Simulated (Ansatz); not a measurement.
# NaPr: the cost of one run

Method: DFT PBE, scalar-relativistic, plane waves, PAW; 4f electrons in the core of a trivalent norm-conserving potential, in Ansatz 0.2.0.

### Step 1. The structure to begin with

It takes space group Fm-3m (No. 225, cubic). The conventional cell has a = 6.076 Å, b = 6.076 Å, c = 6.076 Å, α = 90.00°, β = 90.00°, γ = 90.00°. Na (site symmetry m-3m) has 6 Pr at 3.04 Å in its first shell of neighbours. Pr (site symmetry m-3m) has 6 Na at 3.04 Å in its first shell of neighbours.

Structure file:

```xyz
2
Lattice="0.0000 3.0378 3.0378 3.0378 0.0000 3.0378 3.0378 3.0378 0.0000" Properties=species:S:1:pos:R:3 pbc="T T T"
Na    3.0378    3.0378    3.0378
Pr    0.0000    0.0000    0.0000
```

The cell is invented: random cell by space group and Wyckoff sites (Fm-3m, No. 225). Its size is a rough estimate.

### Step 2. A first look at the guess

input.yaml reads:

```yaml
crystal:
  lattice:
    - [0.0, 3.03776371, 3.03776371]
    - [3.03776371, 0.0, 3.03776371]
    - [3.03776371, 3.03776371, 0.0]
  atoms:
    - { symbol: Na, position: [0.5, 0.5, 0.5] }
    - { symbol: Pr, position: [0.0, 0.0, 0.0] }
basis:
  ecutwfc: 660
kpoints:
  mp_grid: { grid: [6, 6, 6] }
hamiltonian:
  xc: pbe
  pseudopotentials:
    kind: paw
    azcp: { Pr: "pseudopotentials/pbe/nc/lanthanide_3plus/Pr.nc.azcp" }
scf:
  occupations: { method: gaussian, width: 0.1 }
  lower_state_search: "off"
output:
  forces: true
  stress: true
  eigenvalues: true
```

Command:

```console
> ansatz run input.yaml --threads 1 --pin off --max-ram 2560MiB --backend cpu --events-out ev --progress --plain --runs-dir out
```

What time and memory should one allow on 1 thread of AMD EPYC (Zen 3), shared host?

About 3.6 s, with a peak of 0.32 GiB.
